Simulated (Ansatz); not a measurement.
# ZnO: a line through a two-coordinate scan

How does the energy of ZnO (P6_3mc, No. 186; 4 atoms in the cell) vary with c/a of the conventional cell at fixed volume, at shift of O3 along [0 0 1] = −0.117 Å?

Method: DFT LDA, scalar-relativistic, plane waves, PAW, in Ansatz 0.2.0.

1 further run of the same task is left out (set aside as unsound or not needed).

### 1 The starting structure

The structure is hexagonal, space group P6_3mc (No. 186). The conventional cell has a = 3.187 Å, b = 3.187 Å, c = 5.153 Å, α = 90.00°, β = 90.00°, γ = 120.00°. Zn (site symmetry 3m) is surrounded by 4 O at 1.94 to 1.95 Å. Around O (site symmetry 3m) lie 4 Zn at 1.94 to 1.95 Å.

Structure file:

```xyz
4
Lattice="3.1872 0.0000 0.0000 -1.5936 2.7602 0.0000 0.0000 0.0000 5.1532" Properties=species:S:1:pos:R:3 pbc="T T T"
Zn    0.0000    1.8401    0.0095
Zn    1.5936    0.9201    2.5861
O     0.0000    1.8401    1.9595
O     1.5936    0.9201    4.5361
```

### 2 Plan of the line

Atoms count from 1 in the order of the input.

The energy is mapped over a free internal coordinate and the cell.

The axes are (1) shift of O3 along [0 0 1], its symmetry partners moved as symmetry demands (measured in the relaxed cell): 5 values from −0.233 Å; (2) c/a of the conventional cell at fixed volume: 5 values from 1.488 to 1.746.

Nothing else is relaxed (all other coordinates fixed). Energies count from the relaxed crystal. Points are written as (first, second).

### 3 Grid point (−0.117 Å, 1.488)

Input file input.yaml:

```yaml
crystal:
  lattice:
    - [3.2770068899, 0.0, 0.0]
    - [-1.6385034449, 2.837971215, 0.0]
    - [0.0, 0.0, 4.8745477487]
  atoms:
    - { symbol: Zn, position: [0.3333333333, 0.6666666667, 0.0018514197] }
    - { symbol: Zn, position: [0.6666666667, 0.3333333333, 0.5018514197] }
    - { symbol: O, position: [0.3333333333, 0.6666666667, 0.3576412361] }
    - { symbol: O, position: [0.6666666667, 0.3333333333, 0.8576412361] }
basis:
  ecutwfc: 520.0
kpoints:
  mp_grid: { grid: [12, 12, 6] }
hamiltonian:
  xc: lda
  pseudopotentials: { kind: paw, azcp: { folder: soft_1 } }
scf:
  occupations: { method: gaussian, width: 0.05 }
output:
  forces: true
  stress: true
  eigenvalues: true
```

Started as:

```console
ansatz run input.yaml --threads 1 --pin off --max-ram 2048MiB --backend cpu --events-out ev --progress --plain --runs-dir out
```

Further runs follow: the other points of the line.

What does the calculation give? Wanted: for each run, c/a of the conventional cell at fixed volume; energy; slope; pressure; largest force on an atom.

**Answer**, as computed:

```
c/a of the conventional cell at fixed volume  step  energy (meV/atom)  slope (meV/atom per unit)  pressure (GPa)  band gap on the k-mesh (eV)  largest force on an atom (eV/Å)
                                       1.488     3                156                      −1529             7.6                        0.786                             3.14
                                       1.552     4                 77                       −939             3.9                        0.829                             2.05
                                       1.617     5                 32                       −467             1.4                        0.868                             1.23
                                       1.681     6                 14                        −88            −0.2                        0.787                             0.63
                                       1.746     7                 19                        216            −1.1                        0.678                             0.19
```

Energies count from the relaxed crystal. Slopes come from the forces (and the stress, where the cell changes), not from differences of energies.

What this shows: The lowest point of the line is at 1.681, 14 meV/atom from the zero. A fit to energies and slopes at the lowest point and its two neighbours puts the minimum at 1.6990, with a curvature of about 4900 meV/atom per (unit)². The highest point computed, at 1.488, lies 142 meV/atom above the lowest. This is one cut through a surface in two coordinates; the map's lowest point lies off it.

The gaps are Kohn-Sham values of a semilocal functional, not quasiparticle or optical gaps. Such gaps usually fall short of the measured ones.
